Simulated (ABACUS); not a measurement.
Crystal: HPbNO4.

```
H Pb N O
1.0
     4.19923    0.11117    0.16817
     1.91600    3.89132    0.12568
     1.76085    1.25259    6.37266
H Pb N O
1 1 1 4
Direct
  0.89145 0.68202 0.62796
  0.14426 0.92872 0.88352
  0.25670 0.28861 0.30171
  0.83108 0.65056 0.78405
  0.38694 0.22380 0.11295
  0.31104 0.03576 0.45856
  0.07726 0.60633 0.32275
```

The cell was built by a generator and needn't be a form met in nature.

Program: ABACUS 3.10.1. Alike in all runs: task single point; no spin polarisation; cell as given; smearing fermi-dirac 0.05 eV.

Problem. Order these runs on this cell by their pressure, lowest first.
A. level PBEsol; potentials or basis SG15 ONCV 1.2 PBE, plane waves; k mesh 5 × 5 × 3; cutoff (eV) 1143; SCF threshold on the density 1e-08; eigensolver dav
B. level PBE; potentials or basis PseudoDojo NC SR 0.4.1 PBE standard, plane waves; k mesh 7 × 7 × 5; cutoff (eV) 1143; SCF threshold on the density 1e-08; eigensolver dav
C. level PBE; potentials or basis PseudoDojo NC SR 0.4.1 PBE standard, DZP LCAO (the cutoffs set its grid); k mesh 7 × 7 × 5; cutoff (eV) 1361; SCF threshold on the density 1e-07; eigensolver genelpa

Solution. A (-2.2 GPa), B (-0.1 GPa), C (3.6 GPa).

Caveats: there are fewer bands than atomic start orbitals, so a level may be missed at k points of high symmetry (some runs); the atomic orbitals were generated for these runs and aren't a published set (some runs); the basis of atomic orbitals isn't converged, which shifts pressures, moduli and gaps (some runs); the potentials were made for another functional, which shifts forces and pressure (some runs).

Not every run made on this cell is shown here.
